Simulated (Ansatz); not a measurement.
# CoW3 in Ansatz: the effect of fixed moment

CoW3:

```
W Co
1.0
     3.90735    0.00000    0.00000
     0.00000    3.90735    0.00000
     0.00000    0.00000    3.90735
W Co
3 1
Direct
  0.50000 0.50000 0.00000
  0.50000 0.00000 0.50000
  0.00000 0.50000 0.50000
  0.00000 0.00000 0.00000
```

The cell comes from a database or a generator and needn't be the stable form of this composition.

Alike in all runs:

```yaml
Program: Ansatz 0.2.0
Task: single point
Functional: PBEsol
Potentials_or_basis: Ansatz PAW
Cutoff: "420 eV (not typed: the program's choice for these potentials)"
k_mesh: 6 × 6 × 6
Occupations: fermi-dirac, width 0.05 eV
```

```csv
fixed moment,spin,starting moments,energy over the lowest run (meV/atom),pressure (GPa)
0,"collinear spin, program default start",-,0.4,-10.5
0.5,"collinear spin, ferromagnetic start","[0.0, 0.0, 0.0, 0.5] μB",0.0,-10.3
1,"collinear spin, ferromagnetic start","[0.0, 0.0, 0.0, 1.0] μB",4.3,-9.9
1.5,"collinear spin, ferromagnetic start","[0.0, 0.0, 0.0, 1.5] μB",15.3,-9.0
2,"collinear spin, ferromagnetic start","[0.0, 0.0, 0.0, 2.0] μB",?,?
2.5,"collinear spin, ferromagnetic start","[0.0, 0.0, 0.0, 2.5] μB",79.2,-6.9
3,"collinear spin, ferromagnetic start","[0.0, 0.0, 0.0, 3.0] μB",136.6,-5.6
4,"collinear spin, ferromagnetic start","[0.0, 0.0, 0.0, 4.0] μB",284.0,-2.6
```

Task: What does the run with fixed moment 2 give?

Result: Energy over the lowest run 35.6 meV/atom; pressure -8.0 GPa.

Worked out: A parabola through the other rows of the energy over the lowest run, of slope 69.1 meV/atom per unit of fixed moment there, gives 43.5 meV/atom, against the run's 35.6. A parabola through the other rows of the pressure, of slope 2.02 GPa per unit of fixed moment there, gives -8.1 GPa, against the run's -8.0.

Caveats: the total moment is fixed, so each spin has its own Fermi level; the PAW data sets come from PBE, with cores solved anew for the run's functional, which leaves a small shift of forces and pressure; the thresholds are loose for stress.
